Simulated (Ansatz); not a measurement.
# Co: the cost of one run

Computed with Ansatz 0.2.0 (DFT PBE, scalar-relativistic, plane waves, PAW, unless a step's input says otherwise).

18 further runs of the same task are left out: 18 set aside as unsound or not needed. Runs told in other sessions of the task aren't counted.

**1. Starting point**

The structure is hexagonal, space group P6_3/mmc (No. 194). The conventional cell has a = 2.493 Å, b = 2.493 Å, c = 4.032 Å, α = 90.00°, β = 90.00°, γ = 120.00°. Co (site symmetry -6m2) is surrounded by 12 Co at 2.48 to 2.49 Å.

Structure file:

```cif
data_structure
_symmetry_space_group_name_H-M 'P 1'
_symmetry_Int_Tables_number 1
_cell_length_a 2.4934
_cell_length_b 2.4934
_cell_length_c 4.0323
_cell_angle_alpha 90.000
_cell_angle_beta 90.000
_cell_angle_gamma 120.000
_cell_volume 21.71
loop_
_atom_site_label
_atom_site_type_symbol
_atom_site_fract_x
_atom_site_fract_y
_atom_site_fract_z
_atom_site_occupancy
Co1 Co 0.33333 0.66667 0.25000 1
Co2 Co 0.66667 0.33333 0.75000 1
```

**2. Single point**

Input file input.yaml:

```yaml
crystal:
  lattice:
    - [2.4933810334, 0.0, 0.0]
    - [-1.2466905167, 2.1593313163, 0.0]
    - [0.0, 0.0, 4.0322612623]
  atoms:
    - { symbol: Co, position: [0.3333333333, 0.6666666667, 0.25], spin: 1.86 }
    - { symbol: Co, position: [0.6666666667, 0.3333333333, 0.75], spin: 1.86 }
basis:
  ecutwfc: 520.0
kpoints:
  mp_grid: { grid: [21, 21, 12] }
hamiltonian:
  xc: pbe
  pseudopotentials: { kind: paw, azcp: { folder: soft_1 } }
scf:
  occupations: { method: gaussian, width: 0.15 }
output:
  forces: true
  stress: true
  eigenvalues: true
  populations: true
  write_density: true
  write_potential: true
  elf: true
  volumetric_format: npy
magnetization:
  spin_polarized: true
```

Command:

```sh
$ ansatz run input.yaml --threads 2 --pin off --max-ram 4096MiB --backend cpu --events-out ev --progress --plain --runs-dir out
```

**Question.** How long does this run take on 2 threads of Arm Neoverse N1, shared host, and how much memory does it need?

About 37 s, with a peak of 0.58 GiB.
